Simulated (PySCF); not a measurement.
**BeC−: bond curves at several levels of theory**

The task here is to estimate one member of a computed series from the others.

Program: PySCF 2.14.0. Level of theory: Be aug-cc-pVDZ-DK, C aug-cc-pVDZ-DK, spin-free X2C with a Gaussian nucleus. These are calculated values, not measurements.

2 further runs of the same task are left out: 2 set aside as unsound or not needed.

Set-up of the first run:

Settings of the job:

```json
{
 "atoms": "Be, C",
 "charge": "-1",
 "basis": "Be aug-cc-pVDZ-DK, C aug-cc-pVDZ-DK",
 "Hamiltonian": "spin-free X2C with a Gaussian nucleus",
 "basis functions": "46",
 "electrons treated": "11",
 "masses in u": "9.0122, 12.0000",
 "levels": "PBE0, PBE, r²SCAN, PW91, B3LYP, TPSS, HF, MP2, SCS-MP2, CCSD, CCSD(T)",
 "grid": "80 radial by 434 angular points",
 "occupations": "held fixed by the projection of orbital angular momentum",
 "dissociation limit": "Be + C−, each in its ground configuration",
 "starting distance in angstrom": "1.770",
 "values of 2S to try": "1, 3"
}
```

Launch:

```bash
> OMP_NUM_THREADS=1 python dia.py task.json out
```

Steps of the session up to this table: Input; PBE0 along the bond; Other states along the same grid; PBE (GGA); r²SCAN; PW91 (GGA); B3LYP (global hybrid GGA); TPSS (meta-GGA); UHF (mean field); Correlated methods on the Hartree–Fock reference.

One table of the session follows, with a row left open; its other results are not shown here.

It belongs to the step «Constants by level of theory». 

```
      level  Re (Å)  ωe (cm⁻¹)  De (eV)
        UHF   1.774        692     1.70
   UHF-CCSD       ?          ?        ?
UHF-CCSD(T)   1.743        763     2.01
        PBE   1.709        836     2.67
       PW91   1.706        839     2.69
       TPSS   1.707        841     2.60
     r²SCAN   1.709        818     2.59
      B3LYP   1.699        835     2.44
       PBE0   1.699        830     2.50
```

Estimate the missing values for UHF-CCSD.

As computed: Re (Å): 1.752; ωe (cm⁻¹): 754; De (eV): 1.88. In the column «Re (Å)» it lies between UHF-CCSD(T) (1.743) and UHF (1.774).

De is counted to Be + C− in their ground configurations.
